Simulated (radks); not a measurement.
**Dipole-allowed lines with 4 electrons: Be, B⁺, C²⁺, N³⁺, O⁴⁺, F⁵⁺**

An exercise on one series of results from a longer session: the logs are not shown, and one member is left open.

Program: radks (a radial shooting solver on a logarithmic mesh, Libxc functionals) version 1. Level of theory: scalar-relativistic Kohn-Sham, LDA (Slater exchange, VWN5 correlation), spin-polarised, spherical densities, finite nucleus. These are calculated values, not measurements, unless marked.

## The atom as given

```
species : Be ([He] 2s2), B⁺ ([He] 2s2), C²⁺ ([He] 2s2), N³⁺ ([He] 2s2), O⁴⁺ ([He] 2s2), F⁵⁺ ([He] 2s2)
```

The first run:

Input:

```text
Z 4
configuration [He] 2s2 2p0 3s0 3d0
relativity scalar-relativistic
functional lda,vwn5
spin polarised
nucleus finite rms 2.519 fm
c 137.035999084
response adiabatic LDA kernel, real frequencies
```

Run with:

```console
> python run_ks.py task.json out
```

This one command runs every case of the session in turn.

Among the steps run: Be, [He] 2s2; B⁺, [He] 2s2; C²⁺, [He] 2s2; N³⁺, [He] 2s2; O⁴⁺, [He] 2s2; F⁵⁺, [He] 2s2.

One table of the session follows, with a row left open; its other results are not shown here.

```
species  −ε(HOMO) (eV)  first line (eV)  strongest line (eV)  static α (bohr³)
     Be              ?                ?                    ?                 ?
     B⁺         19.413            8.481                8.481             10.77
    C²⁺         40.174           11.774               11.774             4.249
    N³⁺         67.800           14.974               14.974             2.102
    O⁴⁺         102.27           18.143               18.143             1.191
    F⁵⁺         143.58           21.309               94.745            0.7387
```

Q: Estimate the row for Be from the others.

As computed: −ε(HOMO) (eV): 5.599; first line (eV): 4.822; strongest line (eV): 4.822; static α (bohr³): 43.77. In the column «−ε(HOMO) (eV)» it is the lowest.

In words: In Be the response moves the first line 1.322 eV above the bare orbital gap, and the lines found carry 95 % of the static polarisability. Against the values (averaged over fine structure) of the NIST Handbook of Basic Atomic Spectroscopic Data the first line is off by -0.45 eV in Be, -0.62 eV in B⁺. Very weak lines can be missed, and lines above minus the highest eigenvalue dissolve into this model's continuum.
